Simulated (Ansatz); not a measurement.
# HfN: the cost of one run

Method: DFT PBEsol, scalar-relativistic, plane waves, PAW, in Ansatz 0.2.0.

## Step 1: Starting point

It takes space group Fm-3m (No. 225, cubic). Conventional cell: a = 4.512 Å, b = 4.512 Å, c = 4.512 Å, α = 90.00°, β = 90.00°, γ = 90.00°. Hf (site symmetry m-3m) is surrounded by 6 N at 2.26 Å. Around N (site symmetry m-3m) lie 6 Hf at 2.26 Å.

Structure file:

```
CELL_PARAMETERS angstrom
0.00000 2.25600 2.25600
2.25600 0.00000 2.25600
2.25600 2.25600 0.00000
ATOMIC_POSITIONS crystal
Hf 0.00000 0.00000 0.00000
N 0.50000 0.50000 0.50000
```

The structure rests on an entry of the Crystallography Open Database; cell or positions may have been set otherwise for this series.

## Step 2: Relaxing cell and atoms: HfN, no spin

Contents of input.yaml:

```yaml
crystal:
  lattice:
    - [0.0, 2.256, 2.256]
    - [2.256, 0.0, 2.256]
    - [2.256, 2.256, 0.0]
  atoms:
    - { symbol: Hf, position: [0.0, 0.0, 0.0] }
    - { symbol: "N", position: [0.5, 0.5, 0.5] }
scf:
  occupations: { method: methfessel_paxton, width: 0.1 }
output:
  forces: true
  stress: true
  eigenvalues: true
  write_density: true
  write_potential: true
  elf: true
  volumetric_format: npy
hamiltonian:
  xc: pbesol
relax:
  f_tol: 0.002
  adjacent_minimum: "off"
  cell: { stress_tol: 0.05, p_target: 0 }
kpoints:
  mp_grid: { grid: [16, 16, 16] }
```

Launch:

```console
> ansatz run input.yaml --threads 4 --pin off --max-ram 12288MiB --backend cpu --events-out ev --progress --plain --runs-dir out
```

What time and memory should one allow on 4 threads of Intel Xeon Platinum 8375C at 2.90GHz (Ice Lake), shared host?

About 4.9 s, with a peak of 0.45 GiB.
